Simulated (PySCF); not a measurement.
# The bond of PbH, level by level

An exercise on one series of results from a longer session: the logs are not shown, and one member is left open.

Method: H cc-pVTZ, Pb cc-pVTZ-PP with ECP60, scalar-relativistic core potentials; program: PySCF 2.14.0.

The first run:

The job is set up so:

- atoms: H, Pb
- charge: 0
- basis: H cc-pVTZ, Pb cc-pVTZ-PP with ECP60
- Hamiltonian: scalar-relativistic core potentials
- basis functions: 53
- electrons treated: 23
- masses in u: 1.0078, 207.9766
- levels: PBE0, PBE, r²SCAN, M06-2X, BP86, PW91, LC-ωPBE, HF, MP2, SCS-MP2, CCSD, CCSD(T)
- grid: 80 radial by 434 angular points
- occupations: held fixed by the projection of orbital angular momentum
- dissociation limit: H + Pb, each in its ground configuration
- starting distance in angstrom: 1.715
- values of 2S to try: 1, 3

Command:

```sh
OMP_NUM_THREADS=1 python dia.py task.json out
```

Steps of the session up to this table: The job; The PBE0 curve of the state that the search chose; Other states along the same grid; PBE (GGA); r²SCAN (meta-GGA); M06-2X (hybrid meta-GGA); BP86 (GGA); PW91; LC-ωPBE (range-separated hybrid); UHF; Correlated methods on the Hartree–Fock reference.

One of the session's tables, all rows but one given; the rest of the session is left out.

It belongs to the step «The curves together». Energy (eV) from each level's lowest point:

```
R (Å)    UHF  UHF-MP2  UHF-SCS-MP2  UHF-CCSD  UHF-CCSD(T)
1.596  0.443    0.387        0.411       n/a          n/a
1.670  0.196    0.162        0.179     0.189        0.192
1.745  0.058    0.040        0.050     0.057        0.059
1.800      ?        ?            ?         ?            ?
1.856  0.000    0.000        0.000     0.000        0.000
1.912  0.020    0.028        0.023     0.019        0.017
1.986  0.084    0.102        0.091     0.080        0.076
2.079  0.208    0.240        0.223     0.200        0.193
2.190  0.399    0.458        0.437     0.386        0.374
2.339  0.670    0.849        0.849       n/a          n/a
```

**Question.** Estimate the row for R (Å) = 1.800.

Worked estimate for «UHF». A straight line through the neighbours (1.745, 0.058) and (1.856, 0.000) gives 0.058 + (0.000 − 0.058) × (1.800 − 1.745) / (1.856 − 1.745) = 0.029; a parabola fitted to 4 rows on both sides gives 0.009.

As computed: UHF: 0.010; UHF-MP2: 0.002; UHF-SCS-MP2: 0.007; UHF-CCSD: 0.010; UHF-CCSD(T): 0.012. In «UHF» the line misses by +0.019 and the parabola by -0.001.

State 2 has its PBE0 minimum 2.16 eV higher. The other levels ran on the lowest alone.
